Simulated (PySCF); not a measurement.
# Si₃NH₉: NMR shifts, electronic excitations and K edges in gas and solvents

Aim: compute the NMR shifts, electronic excitations and K edges of Si₃NH₉ (`[SiH3]N([SiH3])[SiH3]`), and see what a dielectric continuum does where one was used.

Programs: PySCF 2.14.0, with density-fitted response routines of our own. Each step states its level of theory. These are calculated values for one molecule, in the gas phase or a continuum, unless marked as measured. Atoms are numbered from 0 throughout.

### Step 1. The starting structure

13 atoms, charge 0, multiplicity 1; geometry from: GFN2-xTB.

Bonds of the start (Å): Si0–N1 1.74, N1–Si2 1.74, N1–Si3 1.74, Si0–H4 1.46, Si0–H5 1.47, Si0–H6 1.46, Si2–H7 1.46, Si2–H8 1.46, Si2–H9 1.47, Si3–H10 1.47, Si3–H11 1.46, Si3–H12 1.46.

### Step 2. Optimising the geometry at PBE0-D3(BJ)/def2-SVP

The job: settings as JSON, then the geometry in Å.

```
{"job": {"xc": "PBE0", "basis": "def2-SVP", "d3": "d3bj", "grid": 1, "kind": "geom"}, "charge": 0, "multiplicity": 1}
Si     0.290597     1.650175     0.548625
N      0.027366     0.035999    -0.057878
Si    -1.601950    -0.507489    -0.361634
Si     1.315162    -1.136361     0.042857
H     -0.672072     2.531625    -0.108719
H      0.101217     1.689450     2.003512
H      1.660617     2.030229     0.210157
H     -2.348400     0.619530    -0.916547
H     -1.528882    -1.606536    -1.321894
H     -2.230104    -0.965902     0.883032
H      1.355627    -1.739766     1.380068
H      1.057285    -2.162196    -0.965196
H      2.569148    -0.438270    -0.232702
```

What it wrote:

```text
step   0  E = -927.92930833  max force = 0.011804
step   1  E = -927.93366737  max force = 0.003217
step   2  E = -927.93384873  max force = 0.000756
step   3  E = -927.93386102  max force = 0.000744
step   4  E = -927.93386660  max force = 0.000597
step   5  E = -927.93387040  max force = 0.000364
optimisation converged
```

Wall time 72 s (1 thread, shared host).

Step by step:

| step | energy from step 0 (eV) | largest force component (eV/Å) |
| --- | --- | --- |
| 0 | 0.0000 | 0.6070 |
| 1 | -0.1186 | 0.1654 |
| 2 | -0.1236 | 0.0389 |
| 3 | -0.1239 | 0.0383 |
| 4 | -0.1240 | 0.0307 |
| 5 | -0.1241 | 0.0187 |

Close pairs (by a distance rule), those that changed most:

| bond | before (Å) | after (Å) | change (Å) |
| --- | --- | --- | --- |
| Si3–H11 | 1.461 | 1.493 | +0.032 |
| Si2–H7 | 1.461 | 1.493 | +0.032 |
| Si2–H8 | 1.461 | 1.493 | +0.032 |
| Si0–H4 | 1.461 | 1.493 | +0.032 |
| Si3–H12 | 1.461 | 1.493 | +0.032 |
| Si0–H6 | 1.461 | 1.493 | +0.032 |
| Si2–H9 | 1.468 | 1.497 | +0.029 |
| Si3–H10 | 1.468 | 1.497 | +0.029 |

The end geometry stands in the next job.

| at the end point | value |
| --- | --- |
| point group (found at 0.08 Å tolerance) | C3v |
| rotational constants (GHz, main isotopes) | 3.042, 3.040, 1.606 |
| dipole moment (D) | 0.12 |

### Step 3. NMR shieldings: PBE0/pcSseg-1 in tetrahydrofuran

The job: settings as JSON, then the geometry in Å.

```
{"job": {"kind": "nmr", "xc": "PBE0", "basis": "pcSseg-1", "solvent": "tetrahydrofuran", "pop": true}, "charge": 0, "multiplicity": 1}
Si     0.223280     1.598777     0.545372
N     -0.048776    -0.047487    -0.009117
Si    -1.682552    -0.586845    -0.371723
Si     1.264936    -1.214899     0.046229
H     -0.760216     2.501509    -0.123270
H      0.056025     1.739363     2.026280
H      1.616729     2.002693     0.192754
H     -2.452344     0.557006    -0.944613
H     -1.613699    -1.706518    -1.356974
H     -2.406383    -1.077006     0.843481
H      1.380570    -1.883618     1.380453
H      1.019401    -2.267565    -0.983764
H      2.549438    -0.507356    -0.234199
```

Level: GIAO PBE0/pcSseg-1 NMR shielding, non-relativistic, IEF-PCM tetrahydrofuran.

What it wrote:

```text
coarse grid: 11520 points
cycle   1  E = -928.1476017811  dE = -1.351e-01  |g| = 4.232e-01  |ddm| = 3.141e+00
cycle   2  E = -928.0923549183  dE =  5.525e-02  |g| = 6.448e-01  |ddm| = 8.182e-01
cycle   3  E = -928.1829819170  dE = -9.063e-02  |g| = 6.093e-02  |ddm| = 5.671e-01
cycle   4  E = -928.1838425031  dE = -8.606e-04  |g| = 1.017e-02  |ddm| = 7.512e-02
cycle   5  E = -928.1838626289  dE = -2.013e-05  |g| = 6.386e-04  |ddm| = 1.471e-02
cycle   6  E = -928.1838627802  dE = -1.513e-07  |g| = 1.299e-04  |ddm| = 1.381e-03
final grid: 95120 points
cycle   7  E = -928.2030109785  dE = -7.177e-06  |g| = 4.439e-03  |ddm| = 1.302e-02
cycle   8  E = -928.2030034384  dE =  7.540e-06  |g| = 7.370e-03  |ddm| = 8.798e-03
cycle   9  E = -928.2030150867  dE = -1.165e-05  |g| = 2.126e-04  |ddm| = 5.615e-03
cycle  10  E = -928.2030150915  dE = -4.742e-09  |g| = 2.195e-05  |ddm| = 1.566e-04
cycle  11  E = -928.2030150916  dE = -1.251e-10  |g| = 3.086e-06  |ddm| = 4.665e-05
converged SCF energy = -928.2030150916

GIAO shielding tensors (ppm)
atom      isotropic    diamagn.    paramagn.     s11        s22        s33       span
  0 Si     390.028     879.380    -489.352    338.305    355.868    475.911    137.606
  1 N      271.075     331.226     -60.152    264.309    264.553    284.362     20.053
  2 Si     390.128     879.240    -489.112    338.584    355.897    475.903    137.319
  3 Si     390.270     879.321    -489.051    339.199    355.726    475.884    136.684
  4 H       26.468      29.219      -2.751     23.101     25.128     31.175      8.073
  5 H       26.556      28.788      -2.232     23.172     24.361     32.136      8.964
  6 H       26.471      29.234      -2.763     23.104     25.108     31.200      8.096
  7 H       26.469      29.098      -2.628     23.101     25.126     31.181      8.080
  8 H       26.473      29.081      -2.608     23.108     25.111     31.200      8.092
  9 H       26.555      28.653      -2.098     23.171     24.360     32.135      8.964
 10 H       26.558      28.731      -2.173     23.176     24.364     32.133      8.957
 11 H       26.471      29.144      -2.674     23.103     25.109     31.199      8.095
 12 H       26.472      29.179      -2.708     23.105     25.125     31.185      8.080
```

It took 33 s on 1 thread, shared host.

Shifts follow as δ = σ(reference) − σ, with reference shieldings (ppm) from runs at the same level and on the same kind of geometry: ¹H TMS 31.24, ²⁹Si TMS 351.8, ¹⁵N NH3 268.1. The references are single molecules in the same continuum, so shifts against H2O, NH3, PH3, H3PO4 or CFCl3 are not on the usual liquid scales and can be off by tens of ppm. Atoms listed in one row are averaged.

| atoms | environment | σ (ppm) | δ (ppm) |
| --- | --- | --- | --- |
| H4, H5, H6, H7, H8 and 4 more | hydrogen on a silicon bonded to N | 26.50 | 4.74 |
| Si0, Si2, Si3 | silicon bonded to N, 3 H | 390.1 | -38.3 |
| N1 | nitrogen bonded to 3 Si | 271.1 | -3.0 |

Charges from the same density, by scheme (e):

| atoms | Mulliken | IAO | Hirshfeld | ESP fit |
| --- | --- | --- | --- | --- |
| Si0, Si2, Si3 | 0.63 | 0.71 | 0.35 | 0.44 |
| N1 | -1.09 | -1.01 | -0.34 | -0.48 |

Mayer bond orders: Si0–N1 0.89, N1–Si2 0.89, N1–Si3 0.89.

### Step 4. Shielding tensors: PBE0/pcSseg-1 in water

The job, as its differences from that of step 3:

```diff
@@ -1,2 +1,2 @@
-{"job": {"kind": "nmr", "xc": "PBE0", "basis": "pcSseg-1", "solvent": "tetrahydrofuran", "pop": true}, "charge": 0, "multiplicity": 1}
+{"job": {"kind": "nmr", "xc": "PBE0", "basis": "pcSseg-1", "solvent": "water", "pop": false}, "charge": 0, "multiplicity": 1}
 Si     0.223280     1.598777     0.545372
```

Method: GIAO PBE0/pcSseg-1 NMR shielding, non-relativistic, IEF-PCM water.

What it wrote:

```text
coarse grid: 11520 points
cycle   1  E = -928.1477847694  dE = -1.353e-01  |g| = 4.228e-01  |ddm| = 3.141e+00
cycle   2  E = -928.0930060133  dE =  5.478e-02  |g| = 6.431e-01  |ddm| = 8.189e-01
cycle   3  E = -928.1831407130  dE = -9.013e-02  |g| = 6.013e-02  |ddm| = 5.644e-01
cycle   4  E = -928.1839736533  dE = -8.329e-04  |g| = 9.999e-03  |ddm| = 7.346e-02
cycle   5  E = -928.1839925617  dE = -1.891e-05  |g| = 6.332e-04  |ddm| = 1.475e-02
cycle   6  E = -928.1839927103  dE = -1.487e-07  |g| = 1.273e-04  |ddm| = 1.412e-03
final grid: 95120 points
cycle   7  E = -928.2031417917  dE = -7.197e-06  |g| = 4.432e-03  |ddm| = 1.302e-02
cycle   8  E = -928.2031343527  dE =  7.439e-06  |g| = 7.338e-03  |ddm| = 8.754e-03
cycle   9  E = -928.2031458861  dE = -1.153e-05  |g| = 2.128e-04  |ddm| = 5.572e-03
cycle  10  E = -928.2031458907  dE = -4.637e-09  |g| = 2.201e-05  |ddm| = 1.540e-04
cycle  11  E = -928.2031458909  dE = -1.257e-10  |g| = 3.151e-06  |ddm| = 5.068e-05
converged SCF energy = -928.2031458909

GIAO shielding tensors (ppm)
atom      isotropic    diamagn.    paramagn.     s11        s22        s33       span
  0 Si     389.956     879.360    -489.405    338.282    355.894    475.691    137.409
  1 N      270.934     331.244     -60.309    264.167    264.417    284.220     20.053
  2 Si     390.055     879.221    -489.166    338.563    355.922    475.679    137.117
  3 Si     390.196     879.301    -489.105    339.171    355.754    475.663    136.491
  4 H       26.470      29.217      -2.746     23.104     25.131     31.176      8.071
  5 H       26.564      28.795      -2.231     23.180     24.370     32.142      8.962
  6 H       26.474      29.233      -2.759     23.108     25.113     31.202      8.093
  7 H       26.472      29.095      -2.624     23.104     25.129     31.182      8.078
  8 H       26.476      29.080      -2.604     23.111     25.115     31.202      8.090
  9 H       26.563      28.660      -2.096     23.179     24.369     32.142      8.962
 10 H       26.566      28.738      -2.172     23.185     24.374     32.140      8.955
 11 H       26.473      29.142      -2.669     23.106     25.113     31.200      8.094
 12 H       26.475      29.178      -2.703     23.109     25.129     31.186      8.078
```

It took 28 s on 1 thread, shared host.

Key values: δ Si0 -38.3, N1 -2.4, H4 4.74 ppm (means over like atoms).

### Step 5. Excited states and response: PBE0/def2-SVPD

The job, as its differences from that of step 4:

```diff
@@ -1,2 +1,2 @@
-{"job": {"kind": "nmr", "xc": "PBE0", "basis": "pcSseg-1", "solvent": "water", "pop": false}, "charge": 0, "multiplicity": 1}
+{"job": {"kind": "uv", "xc": "PBE0", "basis": "def2-SVPD", "dynamic": true, "nstates": 6, "ntriplets": 0}, "charge": 0, "multiplicity": 1}
 Si     0.223280     1.598777     0.545372
```

Level: TDDFT PBE0/def2-SVPD, vertical, gas phase, core orbitals frozen in the response.

What it wrote:

```text
coarse grid: 11520 points
cycle   1  E = -927.7857668768  dE = -1.474e-01  |g| = 4.060e-01  |ddm| = 3.924e+00
cycle   2  E = -927.7283512205  dE =  5.742e-02  |g| = 6.328e-01  |ddm| = 1.214e+00
cycle   3  E = -927.8201323638  dE = -9.178e-02  |g| = 5.932e-02  |ddm| = 7.385e-01
cycle   4  E = -927.8211190918  dE = -9.867e-04  |g| = 1.130e-02  |ddm| = 1.250e-01
cycle   5  E = -927.8211662871  dE = -4.720e-05  |g| = 9.322e-04  |ddm| = 2.223e-02
cycle   6  E = -927.8211666356  dE = -3.485e-07  |g| = 2.656e-04  |ddm| = 2.963e-03
final grid: 95120 points
cycle   7  E = -927.9313260173  dE = -6.737e-06  |g| = 4.322e-03  |ddm| = 4.986e-02
cycle   8  E = -927.9313173957  dE =  8.622e-06  |g| = 7.533e-03  |ddm| = 1.262e-02
cycle   9  E = -927.9313302902  dE = -1.289e-05  |g| = 1.082e-04  |ddm| = 8.013e-03
cycle  10  E = -927.9313302941  dE = -3.930e-09  |g| = 4.691e-05  |ddm| = 3.356e-04
cycle  11  E = -927.9313302949  dE = -8.538e-10  |g| = 3.547e-06  |ddm| = 1.093e-04
converged SCF energy = -927.9313302949

Static polarisability (au): isotropic 88.894, principal 77.861 94.402 94.417

Singlet excitations
state   eV       nm        f      main configurations
  1   5.8921    210.4   0.00111   H->L 0.99
  2   6.8580    180.8   0.00209   H->L+2 0.98
  3   6.8630    180.7   0.00193   H->L+3 0.98
  4   7.0783    175.2   0.06963   H->L+1 0.99
  5   7.4990    165.3   0.00015   H->L+4 0.98
  6   7.5594    164.0   0.00412   H->L+5 0.83
```

Wall time 41 s (1 thread, shared host).

The orbitals next to the gap, with their largest atomic shares:

| orbital | eV | atoms |
| --- | --- | --- |
| HOMO−3 | -9.58 | Si3 16 %, Si2 14 %, H10 13 % |
| HOMO−2 | -9.58 | Si0 17 %, H5 14 %, Si2 12 % |
| HOMO−1 | -9.32 | Si0 16 %, Si2 15 %, Si3 15 % |
| HOMO | -7.65 | N1 48 %, Si0 8 %, Si2 8 % |
| LUMO | -0.41 | Si3 17 %, Si2 17 %, Si0 17 % |
| LUMO+1 | 0.46 | Si0 18 %, Si2 18 %, Si3 18 % |
| LUMO+2 | 0.53 | Si0 25 %, Si2 21 %, Si3 9 % |

With each of the 6 states as a Gaussian band of 0.4 eV half-width at 1/e, the curve within the window shown has maxima at 210 nm (ε 46), 175 nm (ε 3,000) L/(mol cm). Beyond the last state computed it falls off for lack of states. The curve at chosen wavelengths:

```
 nm  ε (L/mol/cm)
158           160
161           378
164           796
167          1450
170          2215
173          2810
176          2974
179          2657
182          2035
185          1356
188           800
191           425
194           210
198            84
201            53
204            45
207            45
210            46
213            44
216            39
219            33
222            26
225            19
228            13
231             8
234             5
```

Ground-state properties from the same run:

| property | computed |
| --- | --- |
| dipole moment (D) | 0.08 |
| polarisability (Å³) | 13.17 |
| HOMO–LUMO gap (eV) | 7.24 |
| −ε(HOMO) (eV) | 7.65 |
| C6 with itself (au) | 2757 |

### Step 6. Ultraviolet spectrum: PBE0/def2-SVPD in tetrahydrofuran

The job, as its differences from that of step 5:

```diff
@@ -1,2 +1,2 @@
-{"job": {"kind": "uv", "xc": "PBE0", "basis": "def2-SVPD", "dynamic": true, "nstates": 6, "ntriplets": 0}, "charge": 0, "multiplicity": 1}
+{"job": {"kind": "uv", "xc": "PBE0", "basis": "def2-SVPD", "solvent": "tetrahydrofuran", "nstates": 6, "ntriplets": 0}, "charge": 0, "multiplicity": 1}
 Si     0.223280     1.598777     0.545372
```

With the program's defaults for keys left out, this is: TDDFT PBE0/def2-SVPD, vertical, IEF-PCM tetrahydrofuran (non-equilibrium linear response), core orbitals frozen in the response.

What it wrote:

```text
coarse grid: 11520 points
cycle   1  E = -927.7865181590  dE = -1.477e-01  |g| = 4.043e-01  |ddm| = 3.927e+00
cycle   2  E = -927.7314254896  dE =  5.509e-02  |g| = 6.244e-01  |ddm| = 1.236e+00
cycle   3  E = -927.8207087677  dE = -8.928e-02  |g| = 5.551e-02  |ddm| = 7.312e-01
cycle   4  E = -927.8215576503  dE = -8.489e-04  |g| = 9.684e-03  |ddm| = 1.205e-01
cycle   5  E = -927.8215908321  dE = -3.318e-05  |g| = 7.052e-04  |ddm| = 2.255e-02
cycle   6  E = -927.8215910496  dE = -2.175e-07  |g| = 1.120e-04  |ddm| = 2.637e-03
final grid: 95120 points
cycle   7  E = -927.9317523527  dE = -6.865e-06  |g| = 4.303e-03  |ddm| = 4.976e-02
cycle   8  E = -927.9317442330  dE =  8.120e-06  |g| = 7.399e-03  |ddm| = 1.243e-02
cycle   9  E = -927.9317565823  dE = -1.235e-05  |g| = 9.249e-05  |ddm| = 7.862e-03
cycle  10  E = -927.9317565852  dE = -2.942e-09  |g| = 4.161e-05  |ddm| = 3.471e-04
cycle  11  E = -927.9317565859  dE = -6.746e-10  |g| = 2.322e-06  |ddm| = 1.076e-04
converged SCF energy = -927.9317565859

Static polarisability (au): isotropic 114.197, principal 103.410 119.552 119.630

Singlet excitations
state   eV       nm        f      main configurations
  1   5.9046    210.0   0.00134   H->L 0.99
  2   6.8666    180.6   0.00284   H->L+2 0.98
  3   6.8720    180.4   0.00261   H->L+3 0.98
  4   7.0525    175.8   0.09467   H->L+1 0.98
  5   7.5031    165.2   0.00005   H->L+4 0.97
  6   7.5622    164.0   0.00668   H->L+5 0.84
```

It took 37 s on 1 thread, shared host.

In short: HOMO -7.55 eV, LUMO -0.29 eV; lowest singlet 5.90 eV.

### Step 7. Ultraviolet spectrum: PBE0/def2-SVPD in water

The job, as its differences from that of step 6:

```diff
@@ -1,2 +1,2 @@
-{"job": {"kind": "uv", "xc": "PBE0", "basis": "def2-SVPD", "solvent": "tetrahydrofuran", "nstates": 6, "ntriplets": 0}, "charge": 0, "multiplicity": 1}
+{"job": {"kind": "uv", "xc": "PBE0", "basis": "def2-SVPD", "solvent": "water", "nstates": 6, "ntriplets": 0}, "charge": 0, "multiplicity": 1}
 Si     0.223280     1.598777     0.545372
```

Method: TDDFT PBE0/def2-SVPD, vertical, IEF-PCM water (non-equilibrium linear response), core orbitals frozen in the response.

What it wrote:

```text
coarse grid: 11520 points
cycle   1  E = -927.7866857578  dE = -1.478e-01  |g| = 4.039e-01  |ddm| = 3.928e+00
cycle   2  E = -927.7321006774  dE =  5.459e-02  |g| = 6.226e-01  |ddm| = 1.241e+00
cycle   3  E = -927.8208458854  dE = -8.875e-02  |g| = 5.466e-02  |ddm| = 7.295e-01
cycle   4  E = -927.8216654508  dE = -8.196e-04  |g| = 9.355e-03  |ddm| = 1.196e-01
cycle   5  E = -927.8216960160  dE = -3.057e-05  |g| = 6.827e-04  |ddm| = 2.292e-02
cycle   6  E = -927.8216962230  dE = -2.070e-07  |g| = 1.066e-04  |ddm| = 2.646e-03
final grid: 95120 points
cycle   7  E = -927.9318579926  dE = -6.899e-06  |g| = 4.298e-03  |ddm| = 4.972e-02
cycle   8  E = -927.9318499908  dE =  8.002e-06  |g| = 7.366e-03  |ddm| = 1.241e-02
cycle   9  E = -927.9318622130  dE = -1.222e-05  |g| = 9.127e-05  |ddm| = 7.831e-03
cycle  10  E = -927.9318622159  dE = -2.920e-09  |g| = 4.104e-05  |ddm| = 3.562e-04
cycle  11  E = -927.9318622166  dE = -6.582e-10  |g| = 2.373e-06  |ddm| = 1.075e-04
converged SCF energy = -927.9318622166

Static polarisability (au): isotropic 121.741, principal 112.260 126.449 126.513

Singlet excitations
state   eV       nm        f      main configurations
  1   5.9112    209.7   0.00126   H->L 0.99
  2   6.8753    180.3   0.00276   H->L+2 0.98
  3   6.8807    180.2   0.00254   H->L+3 0.98
  4   7.0565    175.7   0.09082   H->L+1 0.98
  5   7.5079    165.1   0.00003   H->L+4 0.98
  6   7.5712    163.8   0.00644   H->L+5 0.83
```

Wall time 39 s (1 thread, shared host).

This run: HOMO -7.54 eV, LUMO -0.28 eV; lowest singlet 5.91 eV.

### Step 8. Core excitations: BHandHLYP/def2-SVPD+aug-pcX-1+pcseg-1

The job, as its differences from that of step 7:

```diff
@@ -1,2 +1,2 @@
-{"job": {"kind": "uv", "xc": "PBE0", "basis": "def2-SVPD", "solvent": "water", "nstates": 6, "ntriplets": 0}, "charge": 0, "multiplicity": 1}
+{"job": {"kind": "xas", "xc": "BHandHLYP", "basis": {"default": "aug-pcX-1", "H": "pcseg-1", "Si": "def2-SVPD"}}, "charge": 0, "multiplicity": 1}
 Si     0.223280     1.598777     0.545372
```

Level: core-valence-separated TDA BHandHLYP/aug-pcX-1 H:pcseg-1 Si:def2-SVPD, K edges, non-relativistic, gas phase.

What it wrote:

```text
coarse grid: 11520 points
cycle   1  E = -928.2566588380  dE = -1.951e-01  |g| = 3.848e-01  |ddm| = 3.299e+00
cycle   2  E = -928.2560151648  dE =  6.437e-04  |g| = 4.122e-01  |ddm| = 6.095e-01
cycle   3  E = -928.2913730583  dE = -3.536e-02  |g| = 5.616e-02  |ddm| = 3.304e-01
cycle   4  E = -928.2921575958  dE = -7.845e-04  |g| = 9.569e-03  |ddm| = 7.620e-02
cycle   5  E = -928.2921892627  dE = -3.167e-05  |g| = 9.389e-04  |ddm| = 1.920e-02
cycle   6  E = -928.2921895551  dE = -2.924e-07  |g| = 1.790e-04  |ddm| = 1.301e-03
final grid: 95120 points
cycle   7  E = -928.3691493019  dE = -8.463e-06  |g| = 1.143e-03  |ddm| = 1.617e-02
cycle   8  E = -928.3691491844  dE =  1.175e-07  |g| = 1.375e-03  |ddm| = 2.698e-03
cycle   9  E = -928.3691495876  dE = -4.032e-07  |g| = 8.525e-05  |ddm| = 1.065e-03
cycle  10  E = -928.3691495894  dE = -1.848e-09  |g| = 1.844e-05  |ddm| = 2.144e-04
cycle  11  E = -928.3691495896  dE = -1.432e-10  |g| = 3.317e-06  |ddm| = 4.785e-05
converged SCF energy = -928.3691495896

N K edge
   eV          f      from atoms
  398.882   0.00229   N1
  400.163   0.01779   N1
  400.168   0.01807   N1
  400.263   0.01746   N1
  400.490   0.01718   N1
  400.492   0.01692   N1
  400.848   0.00237   N1
  401.929   0.00110   N1
```

Run time: 19 s. Hardware: 1 thread, shared host.

### Step 9. Run by run: NMR shifts

Shifts (ppm), means over like atoms, with basis size and wall time:

| run | H4 | Si0 | N1 | functions | time |
| --- | --- | --- | --- | --- | --- |
| PBE0/pcSseg-1 in tetrahydrofuran | 4.74 | -38.3 | -3.0 | 134 | 33 s |
| PBE0/pcSseg-1 in water | 4.74 | -38.3 | -2.4 | 134 | 28 s |

The continuum's effect on the ground state:

| solvent | ε | polarisation energy (Eh) | μ (D) |
| --- | --- | --- | --- |
| tetrahydrofuran | 7.43 | -0.0006 | 0.11 |
| water | 78.36 | -0.0007 | 0.11 |

### Step 10. Run by run: electronic excitations

Excitations and ground-state properties, with basis size and wall time:

| run | lowest singlet (eV) | brightest (eV) | f | gap (eV) | α (Å³) | μ (D) | functions | time |
| --- | --- | --- | --- | --- | --- | --- | --- | --- |
| PBE0/def2-SVPD | 5.89 | 7.08 | 0.070 | 7.24 | 13.17 | 0.08 | 164 | 41 s |
| PBE0/def2-SVPD in tetrahydrofuran | 5.90 | 7.05 | 0.095 | 7.26 | 16.92 | 0.08 | 164 | 37 s |
| PBE0/def2-SVPD in water | 5.91 | 7.06 | 0.091 | 7.27 | 18.04 | 0.08 | 164 | 39 s |

The continuum's effect on the ground state:

| solvent | ε | polarisation energy (Eh) | μ (D) |
| --- | --- | --- | --- |
| tetrahydrofuran | 7.43 | -0.0004 | 0.08 |
| water | 78.36 | -0.0005 | 0.08 |

### Step 11. Summary of results

| quantity | value |
| --- | --- |
| point group | C3v |
| rotational constants (main isotopes) | 3.04, 3.04, 1.61 GHz |
| ¹H shifts against TMS (PBE0/pcSseg-1, tetrahydrofuran, means over atoms taken as alike) | 4.74 ppm |
| ²⁹Si shifts against TMS (PBE0/pcSseg-1, tetrahydrofuran, means over atoms taken as alike) | -38.3 ppm |
| ¹⁵N shifts against NH3 (PBE0/pcSseg-1, tetrahydrofuran) | -3.0 ppm |
| lowest singlet (PBE0/def2-SVPD) | 5.89 eV (210 nm), f = 0.001 |
| brightest single state of those computed | state 4, 7.08 eV, f = 0.070 |
| N K edge | first line 398.88 eV, strongest 400.17 eV (f = 0.018) |
| range of the shift of N1 | -3.0 to -2.4 ppm |
| range of the lowest singlet | 5.89 to 5.91 eV |

**Reading.** Relaxing lowered the energy by 0.124 eV in 5 steps; the close pair that moved most is Si3–H11, from 1.461 to 1.493 Å. At PBE0/pcSseg-1: The largest span, 137 ppm, is at Si0, Si2, Si3, where the paramagnetic term is -489 ppm. The lowest singlet, at 5.89 eV, is HOMO→LUMO 0.99 and is weak; of the 6 states computed, the strongest absorption comes from state 4 at 7.08 eV. At the N edge the strongest single line lifts a 1s electron of N1 into several orbitals, led by LUMO+5 (weight 0.58), 1.3 eV above the first line. Absolute edge energies from this method are off by several eV; spacings are better. In ppm, N1 moves most: its shift spreads over 0.6 ppm, from -3.0 (PBE0/pcSseg-1 in tetrahydrofuran) to -2.4 (PBE0/pcSseg-1 in water). Most of that comes from the computed reference, not from the atom's own shielding. The continuum holds electrostatics alone: no hydrogen bonds to the solvent, and the gas-phase geometry is kept. The lowest singlet runs from 5.89 eV (PBE0/def2-SVPD) to 5.91 eV (PBE0/def2-SVPD in water), while the orbital gap spans 7.24 to 7.27 eV. The lowest state need not be the same one in every run.
